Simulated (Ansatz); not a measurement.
# Ta4O: the cost of one run

Method: DFT PBE, scalar-relativistic, plane waves, PAW, in Ansatz 0.2.0.

## 1. The structure to begin with

Symmetry: P-43m, No. 215, cubic system. Conventional cell: a = 4.537 Å, b = 4.537 Å, c = 4.537 Å, α = 90.00°, β = 90.00°, γ = 90.00°. Ta (site symmetry 3m) has 1 O at 1.92 Å as nearest neighbours. O (site symmetry -43m) has 4 Ta at 1.92 Å as nearest neighbours.

As a file:

```cif
data_structure
_symmetry_space_group_name_H-M 'P-43m'
_symmetry_Int_Tables_number 215
_cell_length_a 4.5369
_cell_length_b 4.5369
_cell_length_c 4.5369
_cell_angle_alpha 90.000
_cell_angle_beta 90.000
_cell_angle_gamma 90.000
_cell_volume 93.39
loop_
_atom_site_label
_atom_site_type_symbol
_atom_site_symmetry_multiplicity
_atom_site_Wyckoff_symbol
_atom_site_fract_x
_atom_site_fract_y
_atom_site_fract_z
_atom_site_occupancy
Ta1 Ta 4 e 0.24378 0.75622 0.75622 1
O1 O 1 a 0.00000 0.00000 0.00000 1
```

Recipe of the guess: species swapped into a database cell of SnI4 (P-43m, No. 215), with O on the Sn sites and Ta on the I sites. Its size is a rough estimate.

## 2. Probe: one point on a coarse mesh

The input, input.yaml:

```yaml
crystal:
  lattice:
    - [4.53689865, 0.0, 0.0]
    - [0.0, 4.53689865, 0.0]
    - [0.0, 0.0, 4.53689865]
  atoms:
    - { symbol: Ta, position: [0.24378108, 0.75621892, 0.75621892] }
    - { symbol: Ta, position: [0.75621892, 0.24378108, 0.75621892] }
    - { symbol: Ta, position: [0.75621892, 0.75621892, 0.24378108] }
    - { symbol: Ta, position: [0.24378108, 0.24378108, 0.24378108] }
    - { symbol: O, position: [0.0, 0.0, 0.0] }
basis:
  ecutwfc: 420
kpoints:
  mp_grid: { grid: [4, 4, 4] }
hamiltonian:
  xc: pbe
scf:
  occupations: { method: gaussian, width: 0.1 }
  lower_state_search: "off"
output:
  forces: true
  stress: true
  eigenvalues: true
```

Run with:

```sh
$ ansatz run input.yaml --threads 1 --pin off --max-ram 2560MiB --backend cpu --events-out ev --progress --plain --runs-dir out
```

Q: Estimate wall time and peak memory on 1 thread of Arm Neoverse V2, shared host.

About 2.1 s, with a peak of 0.29 GiB.
